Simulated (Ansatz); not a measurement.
**C3H4F4O (2,2,3,3-tetrafluoro-1-propanol): BHLYP/6-31G(d) (spherical functions)**

Aim: the electronic atomisation energy of C3H4F4O (2,2,3,3-tetrafluoro-1-propanol) at BHLYP/6-31G* (spherical functions), from 5 runs. 

The calculation is run with Ansatz 0.2.0.

57 further runs of the same task are left out: 1 that didn't finish, 56 set aside as unsound or not needed. Runs told in other sessions of the task aren't counted.

### Step 1. Starting point

The species is C3H4F4O (12 atoms), meant as a singlet with charge 0. As SMILES, `OCC(F)(F)C(F)F`. The coordinates come from a PBE0-D4/def2-TZVP relaxation. This is one conformer, not always the lowest.

Bond lengths: O1–C2 1.401 Å, C2–C3 1.515 Å, C3–F4 1.348 Å, C3–F5 1.362 Å, C3–C6 1.530 Å, C6–F7 1.351 Å, C6–F8 1.345 Å, O1–H9 0.962 Å, C2–H10 1.097 Å, C2–H11 1.090 Å, C6–H12 1.093 Å. Some angles: O1–C2–C3 111.4°, C2–C3–F4 109.5°, C2–C3–F5 109.0°, C2–C3–C6 113.9°, F4–C3–F5 107.7°, F4–C3–C6 109.5°, F5–C3–C6 107.0°, C3–C6–F7 108.8°, C3–C6–F8 109.8°, F7–C6–F8 108.4°.

### Step 2. A single-point energy at BHLYP/6-31G(d) (spherical functions)

Input file in.yaml:

```yaml
crystal:
  periodic: [false, false, false]
  atoms:
    - {symbol: O, position_ang: [0.219400, 1.742740, -0.684260]}
    - {symbol: C, position_ang: [0.950080, 0.567630, -0.464620]}
    - {symbol: C, position_ang: [0.229850, -0.361420, 0.491610]}
    - {symbol: F, position_ang: [0.994010, -1.447260, 0.725190]}
    - {symbol: F, position_ang: [0.046940, 0.280610, 1.679320]}
    - {symbol: C, position_ang: [-1.151250, -0.804240, 0.004940]}
    - {symbol: F, position_ang: [-1.008330, -1.466360, -1.163620]}
    - {symbol: F, position_ang: [-1.702680, -1.640700, 0.901800]}
    - {symbol: H, position_ang: [0.219230, 2.257150, 0.128140]}
    - {symbol: H, position_ang: [1.946670, 0.753620, -0.046450]}
    - {symbol: H, position_ang: [1.066080, 0.063840, -1.424720]}
    - {symbol: H, position_ang: [-1.810000, 0.054390, -0.147350]}
basis:
  gaussian: {orbitals: 6-31G_st_-spherical.json}
total_charge: 0
hamiltonian: {xc: {name: BHLYP}}
accuracy: high
output: {orbitals: {seedname: orbitals}}
```

The basis set 6-31G* is read from a file made from the Basis Set Exchange's data (not shown).

Command:

```
ansatz run in.yaml --threads 1 --pin off --max-ram 3480MiB --events-out events.jsonl --progress --plain --runs-dir runs
```

The log of the run:

```text
Warning: RAYON_NUM_THREADS=1 ignored (pool sized by the plan → 1); use --threads N
Functional definition: BHLYP
  name "BHLYP"
  parameter a = 0.5
  exchange = (1 - a)*b88_x + a*exact_x
  correlation = lyp_c
2883 factors; integrals over basis functions are off by at most 5.0e-9 eV
mean field evaluation 1: about -16078.7983 eV, gradient 5.0e1 eV
mean field evaluation 2: about -16078.7544 eV, gradient 5.2e1 eV
mean field evaluation 4: about -16082.9420 eV, gradient 1.5e0 eV
mean field evaluation 8: about -16083.0127 eV, gradient 4.7e-2 eV
mean field evaluation 16: about -16083.0127 eV, gradient 5.2e-6 eV
mean field -16083.01268911 eV, -591.0398148672 hartree, gradient 7.0e-8 eV, S^2 0.000000; 0 other end points of the search recorded, 0 dependent functions left out
reference -16083.01270992 eV, -591.0398156319 hartree; 33, 33 occupied and 87, 87 virtual orbitals, 2883 factors
Total energy: -16083.01270992 eV, -591.0398156319 hartree
```

It took 20 s on 1 thread of Arm Neoverse V1, shared host; peak memory 0.55 GiB.

### Step 3. The C atom, same level

Input file in.yaml:

```yaml
crystal:
  periodic: [false, false, false]
  atoms:
    - {symbol: C, position_ang: [0.000000, 0.000000, 0.000000]}
basis:
  gaussian:
    orbitals: 6-31G_st_-spherical.json
magnetization:
  spin_polarized: true
  initial_magnetization: 2
hamiltonian:
  xc: {name: BHLYP}
accuracy: high
```

The basis set 6-31G* is read from a file made from the Basis Set Exchange's data (not shown).

Run the same way, it converges to -37.83454 Eh (log not shown).

### Step 4. The F atom

Input file molecule.yaml:

```yaml
crystal:
  periodic: [false, false, false]
  atoms:
    - {symbol: F, position_ang: [0.000000, 0.000000, 0.000000]}
basis:
  gaussian:
    orbitals: 6-31G_st_-spherical.json
hamiltonian:
  xc: {name: BHLYP}
accuracy: high
magnetization:
  spin_polarized: true
  initial_magnetization: 1
```

The basis set 6-31G* is read from a file made from the Basis Set Exchange's data (not shown).

Run the same way, it converges to -99.69272 Eh (log not shown).

### Step 5. The H atom

Input file molecule.yaml:

```yaml
crystal:
  periodic: [false, false, false]
  atoms:
    - {symbol: H, position_ang: [0.000000, 0.000000, 0.000000]}
basis:
  gaussian: {orbitals: "6-31G*"}
magnetization: {spin_polarized: true, initial_magnetization: 1}
hamiltonian: {xc: {name: BHLYP}}
accuracy: high
```

Run the same way, it converges to -0.49683 Eh (log not shown).

### Step 6. The O atom

Input file run.yaml:

```yaml
crystal:
  periodic: [false, false, false]
  atoms:
    - symbol: O
      position_ang: [0.000000, 0.000000, 0.000000]
basis:
  gaussian: {orbitals: 6-31G_st_-spherical.json}
magnetization: {spin_polarized: true, initial_magnetization: 2}
hamiltonian: {xc: {name: BHLYP}}
accuracy: high
```

The basis set 6-31G* is read from a file made from the Basis Set Exchange's data (not shown).

Command:

```
ansatz run run.yaml --threads 1 --pin off --max-ram 3480MiB --events-out events.jsonl --progress --plain --runs-dir runs
```

The log of the run:

```text
Warning: RAYON_NUM_THREADS=1 ignored (pool sized by the plan → 1); use --threads N
[... 5 set-up lines as earlier in the session ...]
96 factors; integrals over basis functions are off by at most 1.3e-9 eV
mean field evaluation 1: about -2041.9422 eV, gradient 4.2e0 eV
mean field evaluation 2: about -2042.0130 eV, gradient 8.5e-1 eV
mean field evaluation 4: about -2042.0173 eV, gradient 6.3e-2 eV
mean field evaluation 8: about -2042.0172 eV, gradient 4.5e-4 eV
mean field -2042.01724346 eV, -75.0427495683 hartree, gradient 1.8e-8 eV, S^2 2.002919; 0 other end points of the search recorded, 0 dependent functions left out
reference -2042.01725084 eV, -75.0427498394 hartree; 5, 3 occupied and 9, 11 virtual orbitals, 96 factors
Total energy: -2042.01725084 eV, -75.0427498394 hartree
```

It took 0.3 s on 1 thread of Arm Neoverse V1, shared host.

### Step 7. Summary of results

At BHLYP/6-31G* (spherical functions):

| quantity | value |
| --- | --- |
| molecule: total energy | -591.03982 Eh |
| molecule: HOMO energy | -10.10 eV |
| molecule: LUMO energy | 2.87 eV |
| molecule: HOMO–LUMO gap | 12.98 eV |
| C atom: total energy | -37.83454 Eh |
| C atom: ⟨S²⟩ | 2.003 |
| F atom: total energy | -99.69272 Eh |
| F atom: ⟨S²⟩ | 0.751 |
| H atom: total energy | -0.49683 Eh |
| H atom: ⟨S²⟩ | 0.750 |
| O atom: total energy | -75.04275 Eh |
| O atom: ⟨S²⟩ | 2.003 |
| electronic atomisation energy | 47.218 eV |

Taking the molecule apart into free atoms costs 47.22 eV (4556 kJ/mol), before zero-point energy and without spin-orbit coupling.
